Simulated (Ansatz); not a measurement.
Geometry optimisation, DFT PBE-D3(BJ), scalar-relativistic, plane waves, PAW in Ansatz.

Input file:

```yaml
crystal:
  lattice:
    - [5.048742, 0.0, 0.0]
    - [2.524371, 4.372339, 0.0]
    - [0.0, 0.0, 14.676426]
  atoms:
    - { symbol: H, position: [0.16666668, 0.16666667, 0.06813648] }
    - { symbol: H, position: [0.66666673, 0.16666667, 0.06813648] }
    - { symbol: H, position: [0.16666669, 0.6666667, 0.06813648] }
    - { symbol: H, position: [0.66666673, 0.6666667, 0.06813648] }
    - { symbol: C, position: [0.16666668, 0.16666667, 0.14308661] }
    - { symbol: C, position: [0.66666673, 0.16666667, 0.14308661] }
    - { symbol: C, position: [0.16666669, 0.6666667, 0.14308661] }
    - { symbol: C, position: [0.66666673, 0.6666667, 0.14308661] }
    - { symbol: C, position: [-0.16666667, 0.33333335, 0.17819632] }
    - { symbol: C, position: [0.33333337, 0.33333335, 0.17819632] }
    - { symbol: C, position: [-0.16666666, 0.83333337, 0.17819632] }
    - { symbol: C, position: [0.33333338, 0.83333337, 0.17819632] }
    - { symbol: C, position: [-0.16666667, 0.33333335, 0.28352546] }
    - { symbol: C, position: [0.33333337, 0.33333335, 0.28352546] }
    - { symbol: C, position: [-0.16666666, 0.83333337, 0.28352546] }
    - { symbol: C, position: [0.33333338, 0.83333337, 0.28352546] }
    - { symbol: C, position: [0.0, 0.0, 0.31863518] }
    - { symbol: C, position: [0.50000004, 0.0, 0.31863518] }
    - { symbol: C, position: [1.0e-08, 0.50000002, 0.31863518] }
    - { symbol: C, position: [0.50000005, 0.50000002, 0.31863518] }
    - { symbol: O, position: [0.77777786, 0.77777781, 0.37723255] }
    - { symbol: H, position: [1.05555565, 0.22222223, 0.31795381] }
    - { symbol: H, position: [0.89605754, 0.56360579, 0.40448714] }
basis:
  ecutwfc: 420.0
kpoints:
  mp_grid: { grid: [3, 3, 1] }
hamiltonian:
  xc: pbe
  dispersion: d3bj
  pseudopotentials: { kind: paw, azcp: { folder: soft_1 } }
scf:
  occupations: { method: gaussian, width: 0.02 }
  lower_state_search: "off"
relax:
  f_tol: 0.03
  max_steps: 60
  adjacent_minimum: "off"
  constraints: [{ sites: [0, 1, 2, 3, 4, 5, 6, 7, 8, 9, 10, 11] }]
```

Command:

```bash
$ ansatz run input.yaml --threads 1 --pin off --max-ram 3072MiB --backend cpu --events-out ev --progress --plain --runs-dir out
```

Problem. Where does it end, and by what steps?

Solution. It converged. Limits of this set-up: coarse k mesh, thin slab, slab without dipole correction. After 17 steps the energy has fallen by 16.701 eV; H22 moved furthest, 1.72 Å. The start is strongly strained (largest force component 12 eV/Å), so its close contacts needn't be bonds. Parted: C13–H22 (1.10 → 2.16 Å), C15–O21 (1.46 → 2.43 Å), C19–O21 (1.55 → 2.88 Å), O21–H23 (1.02 → 2.54 Å).

```csv
step,energy less start (eV),largest force component (eV/Å),accepted
0,0.0000,12.468,yes
1,-2.9195,9.707,yes
2,-5.5743,5.876,yes
3,-7.4974,3.429,yes
4,-9.2903,3.362,yes
5,-11.0534,2.883,yes
6,-12.4481,3.065,yes
7,-13.5766,2.736,yes
8,-14.3508,2.022,yes
9,-14.8920,1.462,yes
10,-15.4659,1.276,yes
11,-15.9965,2.458,yes
12,-16.4669,1.185,yes
13,-16.6680,0.394,yes
14,-16.6857,0.307,yes
15,-16.5268,1.622,no
16,-16.7006,0.075,yes
17,-16.7015,0.029,yes
```

```xyz
23
Lattice="5.0487 0.0000 0.0000 2.5244 4.3723 0.0000 0.0000 0.0000 14.6764" Properties=species:S:1:pos:R:3
H 1.262 0.729 1.000
H 3.787 0.729 1.000
H 2.524 2.915 1.000
H 5.049 2.915 1.000
C 1.262 0.729 2.100
C 3.787 0.729 2.100
C 2.524 2.915 2.100
C 5.049 2.915 2.100
C 0.000 1.457 2.615
C 2.524 1.457 2.615
C 1.262 3.644 2.615
C 3.787 3.644 2.615
C 0.003 1.456 4.206
C 2.526 1.462 4.198
C 1.270 3.639 4.167
C 3.783 3.641 4.199
C -0.013 -0.014 4.682
C 2.534 -0.006 4.762
C 1.267 2.204 4.682
C 3.789 2.185 4.451
O 5.026 4.385 6.085
H 5.025 -0.019 5.780
H 6.314 2.216 5.780
```

Whether the end is a true minimum wasn't checked by a vibrational analysis.

The run took 70 s on 1 thread of Intel(R) Xeon(R) 6975P-C (Granite Rapids), on a shared host, peak memory 0.56 GiB.
